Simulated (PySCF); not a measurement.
# C₄H₂Cl₂O: circular dichroism and optical rotation, excited states, first hyperpolarisability

What do calculations give for the circular dichroism and optical rotation, excited states, first hyperpolarisability of C₄H₂Cl₂O (`O=CC(Cl)=C=CCl`)?

Computed with PySCF 2.14.0 and routines of our own; the level stands in each step. Atoms count from 0.

## Step 1: The starting structure

9 atoms, charge 0, multiplicity 1; geometry from: GFN2-xTB.

## Step 2: Optimising the geometry at PBE0-D3(BJ)/def2-SVP

What the job is given:

```
{"job": {"xc": "PBE0", "basis": "def2-SVP", "d3": "d3bj", "grid": 2, "kind": "geom"}, "charge": 0, "multiplicity": 1}
O     -1.433060     1.586633    -0.807255
C     -1.677986     0.579797    -0.206142
C     -0.669941    -0.422061     0.204141
Cl    -1.304935    -1.840084     0.988725
C      0.614041    -0.290675    -0.009361
C      1.885506    -0.125377    -0.190043
Cl     2.896030     0.658613     0.969836
H     -2.700899     0.305591     0.105627
H      2.404805    -0.446443    -1.080709
```

Run with:

```
> OMP_NUM_THREADS=1 python excited_run.py task.json out
```

The driver reads the jobs from task.json and runs them one after another.

The log of the run:

```text
step   0  E = -1148.15051493  max force = 0.009420
step   1  E = -1148.15136390  max force = 0.002044
step   2  E = -1148.15137386  max force = 0.001613
step   3  E = -1148.15137891  max force = 0.001309
step   4  E = -1148.15138912  max force = 0.000467
step   5  E = -1148.15139263  max force = 0.000240
optimisation converged
```

Wall time 30 s (1 thread of Arm Neoverse V1, shared host); peak memory 0.63 GiB.

The steps of the relaxation:

```csv
step,energy from step 0 (eV),largest force component (eV/Å)
0,0.0000,0.4844
1,-0.0231,0.1051
2,-0.0234,0.0829
3,-0.0235,0.0673
4,-0.0238,0.0240
5,-0.0239,0.0123
```

Distances of close pairs at the start and the end, largest changes first:

| bond | before (Å) | after (Å) | change (Å) |
| --- | --- | --- | --- |
| C1–C2 | 1.479 | 1.499 | +0.020 |
| C5–H8 | 1.080 | 1.095 | +0.015 |
| C1–H7 | 1.104 | 1.118 | +0.014 |
| C4–C5 | 1.295 | 1.305 | +0.010 |
| C2–C4 | 1.308 | 1.313 | +0.005 |
| C2–Cl3 | 1.741 | 1.737 | -0.004 |
| C5–Cl6 | 1.727 | 1.724 | -0.002 |
| O0–C1 | 1.198 | 1.198 | -0.000 |

The end geometry stands in the next job.

```
                         at the end point                value
  point group (found at 0.08 Å tolerance)                   C1
rotational constants (GHz, main isotopes)  2.516, 0.928, 0.713
                        dipole moment (D)                 1.53
```

## Step 3: Circular dichroism and optical rotation: TDDFT CAM-B3LYP/def2-TZVPD

What the job is given:

```
{"job": {"kind": "ecd", "xc": "CAM-B3LYP", "basis": "def2-TZVPD", "nstates": 12}, "charge": 0, "multiplicity": 1}
O     -1.408733     1.671327    -0.755238
C     -1.693170     0.666662    -0.168193
C     -0.686825    -0.352501     0.274931
Cl    -1.358057    -1.754305     1.050091
C      0.604886    -0.199697     0.092246
C      1.877954    -0.010724    -0.124466
Cl     2.925567     0.778911     0.994592
H     -2.742623     0.393411     0.102793
H      2.368354    -0.348222    -1.043850
```

Level: TDDFT CAM-B3LYP/def2-TZVPD circular dichroism and optical rotation, one conformer, gas phase.

The log of the run:

```text
coarse grid: 9920 points
cycle   1  E = -1149.0374199276  dE =  1.300e+00  |g| = 8.932e-01  |ddm| = 3.630e+00
cycle   2  E = -1148.6882787602  dE =  3.491e-01  |g| = 1.667e+00  |ddm| = 4.659e+00
cycle   3  E = -1149.2061794224  dE = -5.179e-01  |g| = 9.920e-02  |ddm| = 2.857e+00
cycle   4  E = -1149.2073677392  dE = -1.188e-03  |g| = 8.192e-02  |ddm| = 2.572e-01
cycle   5  E = -1149.2088995226  dE = -1.532e-03  |g| = 1.378e-02  |ddm| = 9.020e-02
cycle   6  E = -1149.2089419870  dE = -4.246e-05  |g| = 7.626e-03  |ddm| = 2.898e-02
cycle   7  E = -1149.2089581028  dE = -1.612e-05  |g| = 1.805e-03  |ddm| = 2.128e-02
cycle   8  E = -1149.2089593990  dE = -1.296e-06  |g| = 4.876e-04  |ddm| = 5.351e-03
final grid: 90280 points
cycle   9  E = -1149.2029567233  dE = -1.879e-05  |g| = 3.797e-03  |ddm| = 1.548e-01
cycle  10  E = -1149.2029558758  dE =  8.475e-07  |g| = 4.010e-03  |ddm| = 1.673e-02
cycle  11  E = -1149.2029590095  dE = -3.134e-06  |g| = 8.860e-04  |ddm| = 7.969e-03
cycle  12  E = -1149.2029591372  dE = -1.277e-07  |g| = 2.354e-04  |ddm| = 1.016e-03
cycle  13  E = -1149.2029591479  dE = -1.074e-08  |g| = 5.837e-05  |ddm| = 3.490e-04
cycle  14  E = -1149.2029591488  dE = -8.536e-10  |g| = 1.975e-05  |ddm| = 1.672e-04
converged SCF energy = -1149.2029591488

Singlet excitations and rotatory strengths (1e-40 esu^2 cm^2)
state   eV       nm     f(len)   f(vel)    R(len)    R(vel)   main configurations
  1   3.7402   331.5  0.00026  0.00023    -0.127    -0.464   H->L 0.55, H-2->L 0.36
  2   4.3576   284.5  0.00006  0.00004    -0.943    -0.659   H-2->L 0.52, H->L 0.39
  3   5.1415   241.1  0.18290  0.18172    49.021    48.781   H-1->L 0.88
  4   5.2291   237.1  0.01777  0.01754   -42.609   -42.538   H-1->L+1 0.88
  5   6.2270   199.1  0.36785  0.36699    18.084    18.039   H->L+1 0.86
  6   6.3176   196.3  0.00765  0.00763   -11.789   -11.706   H-4->L 0.50, H-3->L 0.41
  7   6.4451   192.4  0.00070  0.00065     1.700     1.717   H-3->L 0.47, H-4->L 0.43
  8   6.5684   188.8  0.11715  0.11673   -27.610   -27.999   H-2->L+1 0.85
  9   6.9132   179.3  0.00190  0.00195     2.331     2.277   H->L+3 0.33, H->L+2 0.27, H->L+4 0.08
 10   7.1071   174.5  0.00010  0.00010     1.088     1.134   H-3->L+1 0.91
 11   7.2700   170.5  0.00061  0.00064    -0.998    -0.651   H->L+3 0.27, H->L+2 0.25
 12   7.2992   169.9  0.00751  0.00724   -10.559   -10.395   H-1->L+2 0.68

Specific rotation (deg / (dm g/mL))
    nm     length   length(OI)   velocity    alpha(len)  alpha(vel)
  633.0       3.71       1.95      -3.70       90.996     91.362
  589.3       5.17       3.08      -3.89       91.634     92.000
  546.0       7.42       4.91      -3.97       92.450     92.814
  436.0      22.85      18.21      -3.81       96.075     96.434
  405.0      33.31      27.47      -6.45       97.882     98.238
  365.0      50.68      42.16     -45.10      101.338    101.682
```

Run time: 2.1 min. Hardware: 1 thread of Arm Neoverse V1, shared host; peak memory 1.1 GiB.

Warnings kept with the result: wavelengths within 0.3 eV of the first excitation or beyond it are left out.

## Step 4: Excited states: TDA CAM-B3LYP/def2-TZVPD

The job, as its differences from that of step 3:

```diff
@@ -1,2 +1,2 @@
-{"job": {"kind": "ecd", "xc": "CAM-B3LYP", "basis": "def2-TZVPD", "nstates": 12}, "charge": 0, "multiplicity": 1}
+{"job": {"kind": "states", "xc": "CAM-B3LYP", "basis": "def2-TZVPD", "tda": true, "soc": true, "nstates": 6, "ntriplets": 5, "nquad": 4}, "charge": 0, "multiplicity": 1}
 O     -1.408733     1.671327    -0.755238
```

Level: TDA CAM-B3LYP/def2-TZVPD excited states, vertical, gas phase, spin-orbit mean-field couplings.

The log of the run:

```text
coarse grid: 9920 points
cycle   1  E = -1149.0374199276  dE =  1.300e+00  |g| = 8.932e-01  |ddm| = 3.630e+00
cycle   2  E = -1148.6882787602  dE =  3.491e-01  |g| = 1.667e+00  |ddm| = 4.659e+00
cycle   3  E = -1149.2061794224  dE = -5.179e-01  |g| = 9.920e-02  |ddm| = 2.857e+00
cycle   4  E = -1149.2073677392  dE = -1.188e-03  |g| = 8.192e-02  |ddm| = 2.572e-01
cycle   5  E = -1149.2088995226  dE = -1.532e-03  |g| = 1.378e-02  |ddm| = 9.020e-02
cycle   6  E = -1149.2089419870  dE = -4.246e-05  |g| = 7.626e-03  |ddm| = 2.898e-02
cycle   7  E = -1149.2089581028  dE = -1.612e-05  |g| = 1.805e-03  |ddm| = 2.128e-02
cycle   8  E = -1149.2089593990  dE = -1.296e-06  |g| = 4.876e-04  |ddm| = 5.351e-03
final grid: 90280 points
cycle   9  E = -1149.2029567233  dE = -1.879e-05  |g| = 3.797e-03  |ddm| = 1.548e-01
cycle  10  E = -1149.2029558758  dE =  8.475e-07  |g| = 4.010e-03  |ddm| = 1.673e-02
cycle  11  E = -1149.2029590095  dE = -3.134e-06  |g| = 8.860e-04  |ddm| = 7.969e-03
cycle  12  E = -1149.2029591372  dE = -1.277e-07  |g| = 2.354e-04  |ddm| = 1.016e-03
cycle  13  E = -1149.2029591479  dE = -1.074e-08  |g| = 5.837e-05  |ddm| = 3.490e-04
cycle  14  E = -1149.2029591488  dE = -8.536e-10  |g| = 1.975e-05  |ddm| = 1.672e-04
converged SCF energy = -1149.2029591488

Singlet excitations
state   eV       nm        f     d(h-e)  d(exc)  Lambda  PR(NTO)  |dmu|/D   mu/D   main configurations
  1   3.7727   328.6   0.00023   0.640   2.503   0.537   1.037    1.751    1.292   H->L 0.55, H-2->L 0.36
  2   4.3837   282.8   0.00004   1.132   2.936   0.540   1.086    3.074    3.832   H-2->L 0.52, H->L 0.39
  3   5.2559   235.9   0.00664   0.749   2.867   0.536   1.030    1.897    2.433   H-1->L+1 0.92
  4   5.4021   229.5   0.24373   1.092   3.076   0.685   1.144    2.997    4.522   H-1->L 0.88
  5   6.3291   195.9   0.06296   0.722   3.355   0.407   1.657                     H-4->L 0.40, H-3->L 0.29, H->L+1 0.17
  6   6.3452   195.4   0.23012   1.002   3.428   0.565   1.725                     H->L+1 0.50, H-2->L+1 0.18, H-4->L 0.16

Triplet excitations (Tamm-Dancoff)
state   eV     d(h-e)  d(exc)  Lambda  PR(NTO)   main configurations
  1   3.2414   0.632   2.390   0.535   1.043   H->L 0.44, H-2->L 0.41
  2   3.2864   0.386   2.582   0.681   1.066   H-1->L 0.85
  3   3.9998   1.115   2.887   0.538   1.084   H->L 0.46, H-2->L 0.41
  4   4.0982   0.326   2.462   0.640   1.038   H->L+1 0.68, H-2->L+1 0.14
  5   4.8454   0.691   2.806   0.528   1.036   H-1->L+1 0.94
S1 - T1 = 0.5313 eV

Spin-orbit couplings |<S|Hso|T>| (cm-1)
             T1       T2       T3       T4       T5
S0       54.265    7.607   70.966   21.143  109.245
S1        6.361   31.747    8.911    9.924    0.886
S2       15.288   40.746    3.459   30.773    0.449
S3        1.847   36.142   14.906   39.819    7.838
S4       39.336    3.143   50.332   14.791   45.554
S5       13.368   67.469   42.322   12.549   26.051
S6       20.000   45.424   23.542   13.124   47.965
T1 sublevels (cm-1): 0.000 0.100 1.807   radiative rates (1/s): 8.58 48.4 525
```

Wall time 57 s (1 thread of Arm Neoverse V1, shared host); peak memory 1.1 GiB.

From this job:

| quantity | value |
| --- | --- |
| S1 less T1 | 0.53 eV |

## Step 5: Excited states: TDDFT CAM-B3LYP/def2-TZVPD

The job, as its differences from that of step 4:

```diff
@@ -1,2 +1,2 @@
-{"job": {"kind": "states", "xc": "CAM-B3LYP", "basis": "def2-TZVPD", "tda": true, "soc": true, "nstates": 6, "ntriplets": 5, "nquad": 4}, "charge": 0, "multiplicity": 1}
+{"job": {"kind": "states", "xc": "CAM-B3LYP", "basis": "def2-TZVPD", "tpa": true, "nstates": 8, "nquad": 6, "ntriplets": 0}, "charge": 0, "multiplicity": 1}
 O     -1.408733     1.671327    -0.755238
```

Method: TDDFT CAM-B3LYP/def2-TZVPD excited states, vertical, gas phase, two-photon moments by quadratic response.

The log of the run:

```text
coarse grid: 9920 points
cycle   1  E = -1149.0374199276  dE =  1.300e+00  |g| = 8.932e-01  |ddm| = 3.630e+00
cycle   2  E = -1148.6882787602  dE =  3.491e-01  |g| = 1.667e+00  |ddm| = 4.659e+00
cycle   3  E = -1149.2061794224  dE = -5.179e-01  |g| = 9.920e-02  |ddm| = 2.857e+00
cycle   4  E = -1149.2073677392  dE = -1.188e-03  |g| = 8.192e-02  |ddm| = 2.572e-01
cycle   5  E = -1149.2088995226  dE = -1.532e-03  |g| = 1.378e-02  |ddm| = 9.020e-02
cycle   6  E = -1149.2089419870  dE = -4.246e-05  |g| = 7.626e-03  |ddm| = 2.898e-02
cycle   7  E = -1149.2089581028  dE = -1.612e-05  |g| = 1.805e-03  |ddm| = 2.128e-02
cycle   8  E = -1149.2089593990  dE = -1.296e-06  |g| = 4.876e-04  |ddm| = 5.351e-03
final grid: 90280 points
cycle   9  E = -1149.2029567233  dE = -1.879e-05  |g| = 3.797e-03  |ddm| = 1.548e-01
cycle  10  E = -1149.2029558758  dE =  8.475e-07  |g| = 4.010e-03  |ddm| = 1.673e-02
cycle  11  E = -1149.2029590095  dE = -3.134e-06  |g| = 8.860e-04  |ddm| = 7.969e-03
cycle  12  E = -1149.2029591372  dE = -1.277e-07  |g| = 2.354e-04  |ddm| = 1.016e-03
cycle  13  E = -1149.2029591479  dE = -1.074e-08  |g| = 5.837e-05  |ddm| = 3.490e-04
cycle  14  E = -1149.2029591488  dE = -8.536e-10  |g| = 1.975e-05  |ddm| = 1.672e-04
converged SCF energy = -1149.2029591488

Singlet excitations
state   eV       nm        f     d(h-e)  d(exc)  Lambda  PR(NTO)  |dmu|/D   mu/D   delta(TPA)   sigma/GM   main configurations
  1   3.7403   331.5   0.00026   0.638   2.512   0.538   1.041    1.763    1.298        0.09      0.000   H->L 0.55, H-2->L 0.36
  2   4.3580   284.5   0.00006   1.131   2.938   0.540   1.090    3.070    3.824        0.04      0.000   H-2->L 0.52, H->L 0.39
  3   5.1420   241.1   0.18312   0.985   3.032   0.676   1.151    2.650    4.189       79.01      0.765   H-1->L 0.89
  4   5.2298   237.1   0.01763   0.724   2.878   0.541   1.031    1.787    2.431        6.68      0.067   H-1->L+1 0.88
  5   6.2275   199.1   0.36799   0.931   3.326   0.664   1.225    2.489    1.100       70.15      0.997   H->L+1 0.86
  6   6.3183   196.2   0.00754   1.204   3.335   0.334   1.117    3.481    4.883        4.29      0.063   H-4->L 0.51, H-3->L 0.40
  7   6.4465   192.3   0.00070   1.374   3.465   0.327   1.102                                            H-3->L 0.48, H-4->L 0.43
  8   6.5694   188.7   0.11725   0.913   3.348   0.508   1.181                                            H-2->L+1 0.85
```

It took 70 s on 1 thread of Arm Neoverse V1, shared host; peak memory 1.1 GiB.

## Step 6: First hyperpolarisability: quadratic response CAM-B3LYP/def2-TZVPD

The job, as its differences from that of step 5:

```diff
@@ -1,2 +1,2 @@
-{"job": {"kind": "states", "xc": "CAM-B3LYP", "basis": "def2-TZVPD", "tpa": true, "nstates": 8, "nquad": 6, "ntriplets": 0}, "charge": 0, "multiplicity": 1}
+{"job": {"kind": "beta", "xc": "CAM-B3LYP", "basis": "def2-TZVPD"}, "charge": 0, "multiplicity": 1}
 O     -1.408733     1.671327    -0.755238
```

Method: quadratic response CAM-B3LYP/def2-TZVPD first hyperpolarisability, Taylor convention, gas phase.

The log of the run:

```text
coarse grid: 9920 points
cycle   1  E = -1149.0374199276  dE =  1.300e+00  |g| = 8.932e-01  |ddm| = 3.630e+00
cycle   2  E = -1148.6882787602  dE =  3.491e-01  |g| = 1.667e+00  |ddm| = 4.659e+00
cycle   3  E = -1149.2061794224  dE = -5.179e-01  |g| = 9.920e-02  |ddm| = 2.857e+00
cycle   4  E = -1149.2073677392  dE = -1.188e-03  |g| = 8.192e-02  |ddm| = 2.572e-01
cycle   5  E = -1149.2088995226  dE = -1.532e-03  |g| = 1.378e-02  |ddm| = 9.020e-02
cycle   6  E = -1149.2089419870  dE = -4.246e-05  |g| = 7.626e-03  |ddm| = 2.898e-02
cycle   7  E = -1149.2089581028  dE = -1.612e-05  |g| = 1.805e-03  |ddm| = 2.128e-02
cycle   8  E = -1149.2089593990  dE = -1.296e-06  |g| = 4.876e-04  |ddm| = 5.351e-03
final grid: 90280 points
cycle   9  E = -1149.2029567233  dE = -1.879e-05  |g| = 3.797e-03  |ddm| = 1.548e-01
cycle  10  E = -1149.2029558758  dE =  8.475e-07  |g| = 4.010e-03  |ddm| = 1.673e-02
cycle  11  E = -1149.2029590095  dE = -3.134e-06  |g| = 8.860e-04  |ddm| = 7.969e-03
cycle  12  E = -1149.2029591372  dE = -1.277e-07  |g| = 2.354e-04  |ddm| = 1.016e-03
cycle  13  E = -1149.2029591479  dE = -1.074e-08  |g| = 5.837e-05  |ddm| = 3.490e-04
cycle  14  E = -1149.2029591488  dE = -8.536e-10  |g| = 1.975e-05  |ddm| = 1.672e-04
converged SCF energy = -1149.2029591488

Lowest singlets (eV, f): 3.7403 0.0003  4.3580 0.0001  5.1420 0.1831

First hyperpolarisability (au)
process     nm      |vector|   parallel      HRS      DR
static         -       96.38      -9.14      49.16   3.061
shg       1907.0      102.57      -6.36      53.33   2.951
eope      1907.0       98.33      -8.28          -       -
shg       1064.0      120.94       2.32      65.61   2.726
eope      1064.0      103.05      -6.14          -       -
```

Wall time 53 s (1 thread of Arm Neoverse V1, shared host); peak memory 1.1 GiB.

## Step 7: What came out

| quantity | value |
| --- | --- |
| point group | C1 |
| rotational constants (main isotopes) | 2.52, 0.93, 0.71 GHz |
| state of largest rotatory strength (velocity form) among 12 (step 3, TDDFT CAM-B3LYP/def2-TZVPD) | 5.14 eV, R = +48.8 (velocity), +49.0 (length) ·10⁻⁴⁰ esu² cm² |
| specific rotation at 633.0 nm (step 3, TDDFT CAM-B3LYP/def2-TZVPD) | -3.7 (velocity), 3.7 (length) |
| S1 less T1 (step 4, TDA CAM-B3LYP/def2-TZVPD) | 0.53 eV |
| β vector (step 6, quadratic response CAM-B3LYP/def2-TZVPD) | static 96, SHG 1907.0 nm 103, SHG 1064.0 nm 121 au |

What this shows: Over 5 steps the energy fell by 0.024 eV; of the close pairs, C1–C2 changed most, 1.479 to 1.499 Å. In step 3 length and velocity forms differ in sign for some values, so those signs are unsure. Rotations belong to one conformer and to the handedness of the start. The length form depends on the origin in a finite basis. In step 4, the number of triplets below S1 is 2, and the largest singlet-triplet spin-orbit coupling is S0–T5, 109.25 cm⁻¹. β grows from 96 au (static) to 121 au for doubling at 1064.0 nm: normal dispersion, which grows as twice the photon energy moves toward the bright states.
